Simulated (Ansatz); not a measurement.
# C3H6FNSi: how energies converge with the basis set

The task here is to estimate one member of a computed series from the others.

Computed with Ansatz 0.2.0, Gaussian basis. Level: one geometry, several basis sets.

Levels to be run: PBE0-D4/def2-SVP; ωB97M-V/def2-SVP; PBE0-D4/def2-QZVPP; ωB97M-V/def2-QZVPP; the functionals' def2-TZVPP values are taken from earlier runs.

### The relaxed structure

The geometry comes from an earlier relaxation with PBE0-D4 in a triple-zeta def2 set; it is a stationary point, not always the lowest conformer.

SMILES `C[C@@H]1C=N[Si@H]1F`, 12 atoms, charge 0, spin multiplicity 1.

Atoms are counted from 1 here; the program's logs count them from 0.

Bond lengths: C1–C2 1.517 Å, C1–H7 1.093 Å, C1–H8 1.094 Å, C1–H9 1.092 Å, C2–C3 1.523 Å, C2–Si5 1.881 Å, C2–H10 1.095 Å, C3–N4 1.285 Å, C3–H11 1.098 Å, N4–Si5 1.765 Å, Si5–F6 1.592 Å, Si5–H12 1.481 Å. Angles: C2–C1–H7 111.7°, C2–C1–H8 111.5°, C2–C1–H9 110.9°, H7–C1–H8 107.5°, H7–C1–H9 107.6°, H8–C1–H9 107.5°, C1–C2–C3 117.3°, C1–C2–Si5 125.0°, C1–C2–H10 111.2°, C3–C2–Si5 77.3°, C3–C2–H10 109.3°, Si5–C2–H10 112.1°, C2–C3–N4 113.8°, C2–C3–H11 123.5°, N4–C3–H11 122.7°, C3–N4–Si5 87.9°, C2–Si5–N4 80.4°, C2–Si5–F6 119.0° and more.

The first run:

Input file in.yaml:

```yaml
crystal:
  periodic: [false, false, false]
  atoms:
    - {symbol: C, position_ang: [0.977250, -1.103434, -0.555722]}
    - {symbol: C, position_ang: [0.448774, 0.054292, 0.269664]}
    - {symbol: C, position_ang: [-0.764704, -0.212016, 1.151329]}
    - {symbol: N, position_ang: [-1.706601, 0.650831, 1.010328]}
    - {symbol: Si, position_ang: [-0.791141, 1.333236, -0.335224]}
    - {symbol: F, position_ang: [-0.419505, 2.878406, -0.233925]}
    - {symbol: H, position_ang: [0.201519, -1.528646, -1.197510]}
    - {symbol: H, position_ang: [1.356375, -1.908531, 0.080578]}
    - {symbol: H, position_ang: [1.797685, -0.780187, -1.199300]}
    - {symbol: H, position_ang: [1.243390, 0.505128, 0.873843]}
    - {symbol: H, position_ang: [-0.844665, -1.072121, 1.829736]}
    - {symbol: H, position_ang: [-1.421478, 1.127841, -1.659698]}
basis:
  gaussian: {orbitals: def2-SVP}
hamiltonian: {xc: pbe0, dispersion: d4}
output: {orbitals: {seedname: orbitals}}
```

Command:

```
> ansatz run in.yaml --threads 4 --pin off --events-out ev --progress --plain --max-ram 10444MiB
```

Among the steps run: PBE0-D4 in def2-SVP; ωB97M-V in def2-SVP; PBE0-D4 in def2-QZVPP; ωB97M-V in def2-QZVPP.

One of the session's tables, all rows but one given; the rest of the session is left out.

It belongs to the step «Functionals by basis». 

| functional | basis | HOMO (eV) |
| --- | --- | --- |
| PBE0-D4 | def2-SVP | -7.36 |
| PBE0-D4 | def2-TZVPP | -7.48 |
| PBE0-D4 | def2-QZVPP | -7.51 |
| ωB97M-V | def2-SVP | -9.69 |
| ωB97M-V | def2-TZVPP | -9.83 |
| ωB97M-V | def2-QZVPP | ? |

Q: Estimate the row for ωB97M-V, def2-QZVPP from the others.

**Answer.** HOMO (eV): -9.86. In the column «HOMO (eV)» it is the lowest.
